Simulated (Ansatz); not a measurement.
# FGeH3O2: molecular dynamics

Aim: follow the molecule's vibrations and see whether its bonds hold. The start is relaxed first. Runs: 300 steps of 0.5 fs under a Nosé-Hoover thermostat, set from 1500 K to 4500 K by a schedule. SMILES of the start: [OH][GeH]([OH])[F].

All numbers below are computed with Ansatz 0.2.0 (RKS PBE-D4/def2-SVP).

**1. The system as given**

Bond lengths: Ge1–F2 1.680 Å, Ge1–O3 1.770 Å, O3–H4 1.010 Å, Ge1–H5 1.549 Å, Ge1–O6 1.769 Å, O6–H7 1.010 Å. Angles: F2–Ge1–O3 109.4°, F2–Ge1–H5 109.5°, F2–Ge1–O6 109.5°, O3–Ge1–H5 109.5°, O3–Ge1–O6 109.5°, H5–Ge1–O6 109.5°, Ge1–O3–H4 109.5°, Ge1–O6–H7 109.5°.

Coordinates:

```xyz
7

Ge    0.0000    0.0000    0.0000
F     0.0000    0.0000    1.6800
O     1.6691    0.0000   -0.5894
H     1.9855   -0.9521   -0.7061
H    -0.7300    1.2648   -0.5162
O    -0.8337   -1.4443   -0.5894
H    -1.2883   -1.9100    0.1830
```

**2. Preparing the start**

Input file input.yaml:

```yaml
crystal:
  periodic: [false, false, false]
  atoms:
    - { symbol: Ge, position_ang: [0.0, 0.0, 0.0] }
    - { symbol: F, position_ang: [0.0, 0.0, 1.68] }
    - { symbol: O, position_ang: [1.6691, 0.0, -0.5894] }
    - { symbol: H, position_ang: [1.9855, -0.9521, -0.7061] }
    - { symbol: H, position_ang: [-0.73, 1.2648, -0.5162] }
    - { symbol: O, position_ang: [-0.8337, -1.4443, -0.5894] }
    - { symbol: H, position_ang: [-1.2883, -1.91, 0.183] }
basis:
  gaussian: { orbitals: def2-SVP }
hamiltonian:
  xc: pbe
  dispersion: d4
relax:
  f_tol: 0.02
  max_steps: 40
```

Launch:

```
> ansatz run input.yaml --threads 1 --pin off --max-ram 2048MiB --backend cpu --events-out ev --progress --plain --runs-dir out
```

The runs that follow: The run.

Q: Predict the outcome of this session. Wanted: relaxation of the start; temperature, first and last step; temperature, second half; potential energy, second half; largest change of the conserved energy; bonds formed or broken.

The runs gave:

| quantity | value |
| --- | --- |
| relaxation of the start | 7 moves, 0.180 eV lower |
| length | 300 steps of 0.5 fs |
| temperature, first and last step | 1500 and 5472 K |
| temperature, second half | mean 3962 K, from 1682 to 6688 K |
| potential energy, second half | +228 meV/atom from the start |
| largest change of the conserved energy | 3.61 meV/atom |
| bonds formed or broken | 0 |

The set-point goes from 1500 to 4500 K in 150 fs, and the last tenth of the run averages 5127 K. Such a rate, of order 10^16 K/s, is far beyond any furnace or quench, and the atoms lag the set-point. The conserved energy strays from its start by at most 3.61 meV/atom, 1.4 % of the mean kinetic energy, which is good for a step of 0.5 fs. The bonding pattern survives the run. Averages from a run of 150 fs with 7 atoms are rough. The nuclei move classically, without zero-point motion, which matters most for hydrogen.
